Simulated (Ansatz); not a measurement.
# FH4SiSn radical: one species, many methods

One table from this session's results is given with a row withheld; the runs are named, their logs left out.

Method: functionals in def2-TZVPP, the program's frozen cores in correlated methods; program: Ansatz 0.2.0, Gaussian basis.

Plan: LDA (SPW92), PBE-D4, revPBE-D4, BLYP-D4, r2SCAN-D4, B97M-V, PBE0-D4, B3LYP-D4, r2SCANh-D4, r2SCAN0-D4, HSE06-D4, BHLYP-D4, CAM-B3LYP-D4, LC-ωPBE, ωB97X-V, ωB97M-V, B2PLYP, PBE-QIDH; CCSD(T)/def2-SVP; CCSD(T)/def2-TZVPP; MP2/def2-QZVPP; extrapolation to the limit; RPA on PBE.

## The geometry

All runs share one geometry, relaxed beforehand with PBE0-D4 in a triple-zeta def2 set. Sn takes the def2 core potential; no spin-orbit term is included.

SMILES `[F][SnH][SiH3]`, 7 atoms, charge 0, spin multiplicity 2.

Atoms are counted from 1 here; the program's logs count them from 0.

Bond lengths: F1–Sn2 1.941 Å, Sn2–Si3 2.600 Å, Sn2–H4 1.731 Å, Si3–H5 1.486 Å, Si3–H6 1.483 Å, Si3–H7 1.486 Å. Angles: F1–Sn2–Si3 103.4°, F1–Sn2–H4 101.6°, Si3–Sn2–H4 115.8°, Sn2–Si3–H5 107.7°, Sn2–Si3–H6 108.1°, Sn2–Si3–H7 111.1°, H5–Si3–H6 109.7°, H5–Si3–H7 110.0°, H6–Si3–H7 110.2°.

The first run:

File in.yaml:

```yaml
crystal:
  periodic: [false, false, false]
  atoms:
    - {symbol: F, position_ang: [-1.714939, -1.551635, 1.206398]}
    - {symbol: Sn, position_ang: [-0.213053, -1.538718, -0.022444]}
    - {symbol: Si, position_ang: [0.610324, 0.926309, 0.055145]}
    - {symbol: H, position_ang: [-0.966754, -2.036401, -1.499292]}
    - {symbol: H, position_ang: [1.728433, 1.060497, -0.914827]}
    - {symbol: H, position_ang: [1.101556, 1.204045, 1.427090]}
    - {symbol: H, position_ang: [-0.484366, 1.867803, -0.297769]}
basis:
  gaussian: {orbitals: def2-TZVPP}
magnetization: {spin_polarized: true, initial_magnetization: 1}
hamiltonian: {xc: lda}
output: {orbitals: {seedname: orbitals}}
```

Among the steps run: LDA; PBE-D4 (GGA); revPBE-D4 (GGA); BLYP-D4 (GGA); r2SCAN-D4 (meta-GGA); B97M-V (meta-GGA); PBE0-D4 (hybrid); B3LYP-D4 (hybrid); r2SCANh-D4 (hybrid); r2SCAN0-D4 (hybrid); HSE06-D4 (hybrid); BHLYP-D4 (hybrid); CAM-B3LYP-D4 (range-separated); LC-ωPBE-D4 (range-separated; the results give it without D4); ωB97X-V (range-separated); ωB97M-V (range-separated); B2PLYP (double hybrid); PBE-QIDH (double hybrid).

One of the session's tables, all rows but one given; the rest of the session is left out.

It belongs to the step «Frontier levels by functional». 

| functional | HOMO (eV) | LUMO (eV) | gap (eV) |
| --- | --- | --- | --- |
| LDA (SPW92) | -5.34 | -4.62 | 0.72 |
| PBE-D4 | -5.28 | -4.30 | 0.98 |
| revPBE-D4 | -5.24 | -4.17 | 1.07 |
| BLYP-D4 | -5.09 | -4.31 | 0.79 |
| r2SCAN-D4 | -5.63 | -4.00 | 1.63 |
| B97M-V | -5.47 | -4.49 | 0.98 |
| PBE0-D4 | -6.32 | -3.48 | 2.84 |
| B3LYP-D4 | -6.07 | -3.84 | 2.23 |
| r2SCANh-D4 | -6.01 | -3.71 | 2.31 |
| r2SCAN0-D4 | -6.59 | -3.27 | 3.31 |
| HSE06-D4 | ? | ? | ? |
| BHLYP-D4 | -7.18 | -2.74 | 4.44 |
| CAM-B3LYP-D4 | -7.47 | -2.61 | 4.86 |
| LC-ωPBE | -8.79 | -1.26 | 7.53 |
| ωB97X-V | -8.34 | -1.64 | 6.70 |
| ωB97M-V | -8.24 | -1.79 | 6.45 |

Q: Estimate the row for HSE06-D4 from the others.

As computed: HOMO (eV): -5.94; LUMO (eV): -3.85; gap (eV): 2.09. In the column «HOMO (eV)» it lies between r2SCANh-D4 (-6.01) and r2SCAN-D4 (-5.63).
